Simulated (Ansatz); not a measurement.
**H3NbO3S: up Jacob's ladder to CCSD(T)**

An exercise on one series of results from a longer session: the logs are not shown, and one member is left open.

The runs use Ansatz 0.2.0, Gaussian basis; functionals in def2-TZVPP, the program's frozen cores in correlated methods.

The runs, in order: LDA (SPW92), PBE-D4, revPBE-D4, BLYP-D4, r2SCAN-D4, B97M-V, PBE0-D4, B3LYP-D4, r2SCANh-D4, r2SCAN0-D4, HSE06-D4, BHLYP-D4, CAM-B3LYP-D4, LC-ωPBE, ωB97X-V, ωB97M-V, B2PLYP, PBE-QIDH; CCSD(T)/def2-SVP; CCSD(T)/def2-TZVPP; MP2/def2-QZVPP; extrapolation to the limit; RPA on PBE.

**Structure used throughout**

All runs share one geometry, relaxed beforehand with PBE0-D4 in a triple-zeta def2 set. Nb takes the def2 core potential; no spin-orbit term is included.

SMILES `[OH][Nb]([OH])([OH])=[S]`, 8 atoms, charge 0, spin multiplicity 1.

Atoms are counted from 1 here; the program's logs count them from 0.

Bond lengths: O1–Nb2 1.886 Å, O1–H6 0.958 Å, Nb2–O3 1.886 Å, Nb2–O4 1.886 Å, Nb2–S5 2.148 Å, O3–H7 0.958 Å, O4–H8 0.958 Å. Angles: Nb2–O1–H6 130.0°, O1–Nb2–O3 109.0°, O1–Nb2–O4 109.0°, O1–Nb2–S5 109.9°, O3–Nb2–O4 109.0°, O3–Nb2–S5 109.9°, O4–Nb2–S5 109.9°, Nb2–O3–H7 129.9°, Nb2–O4–H8 129.9°.

The first run:

in.yaml reads:

```yaml
crystal:
  periodic: [false, false, false]
  atoms:
    - {symbol: O, position_ang: [-1.123134, 1.485346, 0.031359]}
    - {symbol: Nb, position_ang: [0.032387, -0.003678, -0.031560]}
    - {symbol: O, position_ang: [0.978300, -0.117344, 1.595975]}
    - {symbol: O, position_ang: [-0.994000, -1.569659, -0.257105]}
    - {symbol: S, position_ang: [1.410666, 0.208352, -1.665210]}
    - {symbol: H, position_ang: [-1.162570, 2.258200, -0.534038]}
    - {symbol: H, position_ang: [1.921973, -0.094218, 1.761801]}
    - {symbol: H, position_ang: [-0.971423, -2.223999, -0.957022]}
basis:
  gaussian: {orbitals: def2-TZVPP}
hamiltonian: {xc: lda}
output: {orbitals: {seedname: orbitals}}
```

Launch:

```sh
$ ansatz run in.yaml --threads 4 --pin off --events-out ev --progress --plain --max-ram 10444MiB
```

Among the steps run: LDA; PBE-D4 (GGA); revPBE-D4 (GGA); BLYP-D4 (GGA); r2SCAN-D4 (meta-GGA); B97M-V (meta-GGA); B3LYP-D4 (hybrid); r2SCANh-D4 (hybrid); r2SCAN0-D4 (hybrid); HSE06-D4 (hybrid); BHLYP-D4 (hybrid); CAM-B3LYP-D4 (range-separated); LC-ωPBE (range-separated); ωB97X-V (range-separated); ωB97M-V (range-separated); B2PLYP (double hybrid); PBE-QIDH (double hybrid).

One table of the session follows, with a row left open; its other results are not shown here.

It belongs to the step «Orbital energies across the functionals». 

```
  functional  HOMO (eV)  LUMO (eV)  gap (eV)
 LDA (SPW92)      -6.75      -2.56      4.20
      PBE-D4      -6.58      -2.38      4.20
   revPBE-D4      -6.52      -2.31      4.21
     BLYP-D4      -6.41      -2.26      4.15
   r2SCAN-D4      -6.86      -2.29      4.57
      B97M-V      -6.86      -2.20      4.66
     PBE0-D4      -7.77      -1.62      6.15
    B3LYP-D4      -7.52      -1.82      5.70
  r2SCANh-D4      -7.30      -2.00      5.30
  r2SCAN0-D4      -7.96      -1.55      6.40
    HSE06-D4      -7.37      -2.00      5.37
    BHLYP-D4          ?          ?         ?
CAM-B3LYP-D4      -9.02      -0.53      8.49
     LC-ωPBE     -10.35       0.56     10.91
     ωB97X-V     -10.02       0.50     10.52
     ωB97M-V      -9.88       0.45     10.33
```

Estimate the missing values for BHLYP-D4.

Worked estimate for «HOMO (eV)». Against the share of exact exchange, BLYP-D4 (0, -6.41), B3LYP-D4 (0.2, -7.52) give a slope of -5.55 per unit share; at 0.5 the line stands at -9.18.

The run gave: HOMO (eV): -8.77; LUMO (eV): -0.69; gap (eV): 8.08. In «HOMO (eV)» the line misses by -0.41.
